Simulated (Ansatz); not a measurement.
# CH2AlFSi (SMILES FC#[Si][AlH2]): a relaxation

Aim: see where a relaxation from this start ends.

Program: Ansatz 0.2.0, Gaussian basis. Level of theory: r2SCAN-D4/def2-SVPD. These are calculated values, not measurements.

### Step 1. The system as given

The start, displaced at random: SMILES `FC#[Si][AlH2]`, 6 atoms, charge 0, spin multiplicity 1.

Atoms are counted from 1 here; the program's logs count them from 0.

Bond lengths: F1–C2 1.374 Å, C2–Si3 1.659 Å, Si3–Al4 2.284 Å, Al4–H5 1.503 Å, Al4–H6 1.465 Å. Angles: F1–C2–Si3 151.5°, C2–Si3–Al4 157.9°, Si3–Al4–H5 130.2°, Si3–Al4–H6 127.2°, H5–Al4–H6 101.5°.

As a file:

```
atom     x (Å)     y (Å)     z (Å)
  F1   2.01010  -2.62170   1.34796
  C2   1.28825  -1.72704   0.59592
 Si3   0.48742  -0.28566   0.41778
 Al4  -0.90251   1.26080  -0.52772
  H5  -0.77350   2.02217  -1.81762
  H6  -2.28926   1.55201  -0.15436
```

### Step 2. The relaxation

Input file run/in.yaml:

```yaml
crystal:
  periodic: [false, false, false]
  atoms:
    - {symbol: F, position_ang: [2.010095, -2.621696, 1.347958]}
    - {symbol: C, position_ang: [1.288249, -1.727045, 0.595922]}
    - {symbol: Si, position_ang: [0.487421, -0.285657, 0.417780]}
    - {symbol: Al, position_ang: [-0.902512, 1.260797, -0.527717]}
    - {symbol: H, position_ang: [-0.773498, 2.022169, -1.817616]}
    - {symbol: H, position_ang: [-2.289262, 1.552012, -0.154358]}
basis:
  gaussian: {orbitals: def2-SVPD}
hamiltonian: {xc: r2scan, dispersion: d4}
relax: {f_tol: 0.002, max_steps: 30, max_displacement: 0.5}
```

Launch:

```bash
$ ansatz run in.yaml --threads 2 --pin off --events-out ev --progress --plain --max-ram 3481MiB
```

Before running it: what results should come out? Wanted: energy change; last largest force; RMSD from the start.

The runs gave:

| quantity | value |
| --- | --- |
| steps | 25 |
| energy change | -204.3 kJ/mol |
| last largest force | 0.0004 eV/Å |
| RMSD from the start | 1.418 Å |

What this shows: It converged in 25 steps at a force tolerance of 0.002 eV/Å.
